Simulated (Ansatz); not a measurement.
# C2H5BSTe: the cost of one run

Program: Ansatz 0.2.0. Level of theory: RKS B3LYP-D4/def2-SVP. These are calculated values, not measurements.

### Step 1. The starting structure

Bond lengths: Te1–C2 2.094 Å, C2–B3 1.587 Å, B3–C4 1.578 Å, B3–S5 1.981 Å, C4–S5 1.755 Å, Te1–H6 1.772 Å, C2–H7 1.128 Å, C2–H8 1.108 Å, C4–H9 1.190 Å, C4–H10 1.048 Å. Angles (14 of 17 angles, heavy atoms first): Te1–C2–B3 109.9°, C2–B3–C4 144.5°, C2–B3–S5 148.5°, C4–B3–S5 57.8°, B3–C4–S5 72.7°, B3–S5–C4 49.5°, Te1–C2–H7 110.1°, Te1–C2–H8 111.2°, B3–C2–H7 109.5°, B3–C2–H8 107.8°, C2–Te1–H6 91.4°, B3–C4–H9 109.6°, B3–C4–H10 119.0°, S5–C4–H9 111.9°.

Structure file:

```xyz
10

Te   -1.9205   -1.4513    0.5337
C     0.1398   -1.4044    0.1612
B     0.5300   -0.0389   -0.5469
C     0.5901    1.5285   -0.3710
S     0.2830    1.2047   -2.0688
H    -1.8070   -0.0335    1.5912
H     0.7104   -1.5040    1.1292
H     0.4443   -2.2325   -0.5097
H    -0.3885    1.9045    0.1931
H     1.5016    1.9755   -0.1089
```

### Step 2. End point A

The input, input.yaml:

```yaml
crystal:
  periodic: [false, false, false]
  atoms:
    - { symbol: Te, position_ang: [-1.9205, -1.4513, 0.5337] }
    - { symbol: C, position_ang: [0.1398, -1.4044, 0.1612] }
    - { symbol: B, position_ang: [0.53, -0.0389, -0.5469] }
    - { symbol: C, position_ang: [0.5901, 1.5285, -0.371] }
    - { symbol: S, position_ang: [0.283, 1.2047, -2.0688] }
    - { symbol: H, position_ang: [-1.807, -0.0335, 1.5912] }
    - { symbol: H, position_ang: [0.7104, -1.504, 1.1292] }
    - { symbol: H, position_ang: [0.4443, -2.2325, -0.5097] }
    - { symbol: H, position_ang: [-0.3885, 1.9045, 0.1931] }
    - { symbol: H, position_ang: [1.5016, 1.9755, -0.1089] }
basis:
  gaussian: { orbitals: def2-SVP }
hamiltonian:
  xc: b3lyp
  dispersion: d4
relax:
  f_tol: 0.015
  max_steps: 40
```

On the command line:

```sh
$ ansatz run input.yaml --threads 2 --pin off --max-ram 3072MiB --backend cpu --events-out ev --progress --plain --runs-dir out
```

What time and memory should one allow on 2 threads of Intel Xeon Platinum 8488C (Sapphire Rapids), shared host?

About 37 s, with a peak of 0.31 GiB.
